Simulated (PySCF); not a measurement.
**CH11NSi3: electronic excitations**

Aim: predict the electronic excitations of CH11NSi3 (`N[SiH2]C([SiH3])[SiH3]`).

Computed with PySCF 2.14.0, with density-fitted response routines of our own, on a single molecule in the gas phase. Atoms are numbered from 0 throughout.

### 1 The starting structure

16 atoms, charge 0, multiplicity 1; geometry from: GFN2-xTB.

Bonds of the start (Å): N0–Si1 1.72, Si1–C2 1.90, C2–Si3 1.90, C2–Si4 1.90, N0–H5 1.01, N0–H6 1.01, Si1–H7 1.47, Si1–H8 1.48, C2–H9 1.09, Si3–H10 1.47, Si3–H11 1.47, Si3–H12 1.46, Si4–H13 1.47, Si4–H14 1.47, Si4–H15 1.47.

### 2 Ultraviolet spectrum: CAM-B3LYP/def2-SVPD

The job: settings as JSON, then the geometry in Å.

```
{"job": {"kind": "uv", "xc": "CAM-B3LYP", "basis": "def2-SVPD", "nstates": 8, "ntriplets": 3}, "charge": 0, "multiplicity": 1}
N      1.838350    -1.148884     0.284986
Si     1.110412     0.151710     1.146955
C     -0.521092     0.552837     0.255194
Si    -1.760118    -0.887740     0.306290
Si    -0.254437     1.209069    -1.505104
H      2.687727    -1.550869     0.645642
H      1.888090    -1.089181    -0.718972
H      0.906924    -0.364038     2.503934
H      1.919625     1.383984     1.234483
H     -0.971598     1.371766     0.823986
H     -2.010452    -1.290397     1.693946
H     -3.038909    -0.462609    -0.280530
H     -1.262047    -2.037316    -0.450132
H      0.690112     2.333243    -1.499143
H     -1.520042     1.678149    -2.077335
H      0.289858     0.159220    -2.375610
```

Method: TDDFT CAM-B3LYP/def2-SVPD, vertical, gas phase, core orbitals frozen in the response.

Started as:

```sh
$ OMP_NUM_THREADS=1 python probes_run.py task.json out
```

One launch serves the whole session: the jobs run in the order shown.

What will the session give for the following? lowest singlet (CAM-B3LYP/def2-SVPD); brightest single state of those computed; lowest triplet; surface potential, 1st and 99th percentile. Wanted: lowest singlet; brightest single state of those computed; lowest triplet; surface potential, 1st and 99th percentile.

The runs gave:

```
                                quantity                        value
    lowest singlet (CAM-B3LYP/def2-SVPD)  6.42 eV (193 nm), f = 0.012
brightest single state of those computed  state 5, 7.91 eV, f = 0.074
                          lowest triplet                      6.07 eV
   surface potential, 1st and 99th percentile           -1.05 V and 1.48 V
```

The lowest singlet, at 6.42 eV, is HOMO→LUMO 0.86 and is weak; of the 8 states computed, the strongest absorption comes from state 5 at 7.91 eV. The lowest triplet lies 0.35 eV below the lowest singlet (triplets in Tamm-Dancoff, singlets in full TDDFT).
